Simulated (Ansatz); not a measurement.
# Ti3SnO8: the band gap up the ladder of functionals

The task here is to estimate one member of a computed series from the others.

Code: Ansatz 0.2.0. PAW datasets, plane waves. No spin polarisation and no zero-point or thermal motion; the cell was built from a prototype and may be hypothetical.

### Starting point

The cell was relaxed beforehand with r2SCAN.

Space group Cmmm (No. 65), orthorhombic; conventional cell a = 6.559 Å, b = 6.560 Å, c = 6.039 Å, 10.83 Å³ an atom. Ti has 6 O at 1.95–2.00 Å; Ti has 6 O at 1.95–1.97 Å; O has 3 Ti at 1.95–2.00 Å; O has 2 Ti at 1.95–1.97 Å and 1 Sn at 2.05 Å; Sn has 6 O at 2.05 Å.

The structure in full:

```cif
data_structure
_symmetry_space_group_name_H-M 'Cmmm'
_symmetry_Int_Tables_number 65
_cell_length_a 6.5593
_cell_length_b 6.5604
_cell_length_c 6.0391
_cell_angle_alpha 90.000
_cell_angle_beta 90.000
_cell_angle_gamma 90.000
_cell_volume 259.87
loop_
_atom_site_label
_atom_site_type_symbol
_atom_site_symmetry_multiplicity
_atom_site_Wyckoff_symbol
_atom_site_fract_x
_atom_site_fract_y
_atom_site_fract_z
_atom_site_occupancy
Ti1 Ti 2 b 0.00000 0.50000 0.00000 1
Ti2 Ti 4 k 0.00000 0.00000 0.75499 1
O1 O 4 i 0.00000 0.19462 0.00000 1
O2 O 8 o 0.19980 0.50000 0.76167 1
Sn1 Sn 2 c 0.00000 0.50000 0.50000 1
O3 O 4 j 0.00000 0.18797 0.50000 1
```

The first run:

File input.yaml:

```yaml
crystal:
  lattice:
    - [3.2801817949, -3.279642417, 0.0]
    - [3.2801817949, 3.279642417, 0.0]
    - [0.0, 0.0, 6.0391408306]
  atoms:
    - { symbol: Ti, position: [0.5, 0.5, 0.0] }
    - { symbol: Ti, position: [0.0, 0.0, 0.7549863841] }
    - { symbol: O, position: [0.1946221264, 0.1946221264, 0.0] }
    - { symbol: O, position: [0.8053778736, 0.8053778736, 0.0] }
    - { symbol: O, position: [0.6997951468, 0.3002048532, 0.7616657711] }
    - { symbol: O, position: [0.3002048532, 0.6997951468, 0.7616657711] }
    - { symbol: Sn, position: [0.5, 0.5, 0.5] }
    - { symbol: Ti, position: [0.0, 0.0, 0.2450136159] }
    - { symbol: O, position: [0.1879707727, 0.1879707727, 0.5] }
    - { symbol: O, position: [0.8120292273, 0.8120292273, 0.5] }
    - { symbol: O, position: [0.6997951468, 0.3002048532, 0.2383342289] }
    - { symbol: O, position: [0.3002048532, 0.6997951468, 0.2383342289] }
kpoints:
  mp_grid: { grid: [6, 6, 4] }
  band_path:
    path:
      - [[0.0, 0.0, 0.0], [0.5, 0.5, 0.0], [0.5000822109362, 0.4999177890638, 0.0]]
      - [[0.4999177890638, -0.4999177890638, 0.0], [0.0, 0.0, 0.0], [0.0, 0.0, 0.5], [0.4999177890638, -0.4999177890638, 0.5]]
      - [[0.5000822109362, 0.4999177890638, 0.5], [0.5, 0.5, 0.5], [0.5, 0.5, 0.0]]
      - [[0.0, 0.0, 0.0], [0.5, 4.001988035103e-18, 0.0], [0.5, 4.001988035103e-18, 0.5], [0.0, 0.0, 0.5], [0.5, 0.5, 0.5]]
    npoints: 10
hamiltonian:
  xc: pbe
scf:
  occupations: { method: fermi_dirac, width: 0.02 }
  n_extra_bands: 7
output:
  forces: true
  stress: true
  eigenvalues: true
  write_density: true
  write_potential: true
  elf: true
  volumetric_format: npy
```

Steps of the session up to this table: Band structure with PBE; Single point with r2SCAN; HSE06; PBE+SOC; Single point with PBE0.

One of the session's tables, all rows but one given; the rest of the session is left out.

```
  level  gap (eV)
    PBE      1.76
 r2SCAN      2.18
  HSE06      3.36
PBE+SOC         ?
   PBE0      4.12
```

Q: Estimate the row for PBE+SOC from the others.

**Answer.** gap (eV): 1.77. In the column «gap (eV)» it lies between PBE (1.76) and r2SCAN (2.18).

Meshes: PBE 6×6×4, r2SCAN 6×6×4, HSE06 4×4×4, PBE+SOC 6×6×4, PBE0 4×4×4

What this shows: PBE gives the least gap, 1.76 eV, and PBE0 the largest, 4.12 eV. Against HSE06, PBE is short by 1.60 eV, at 52 % of it, and r2SCAN 65 %. PBE0 lies 0.76 eV above HSE06, which differs from it by screening the long-range exchange.

Limits of these values: Warnings in the runs' records: stress scf threshold loose, stress exchange threshold loose.
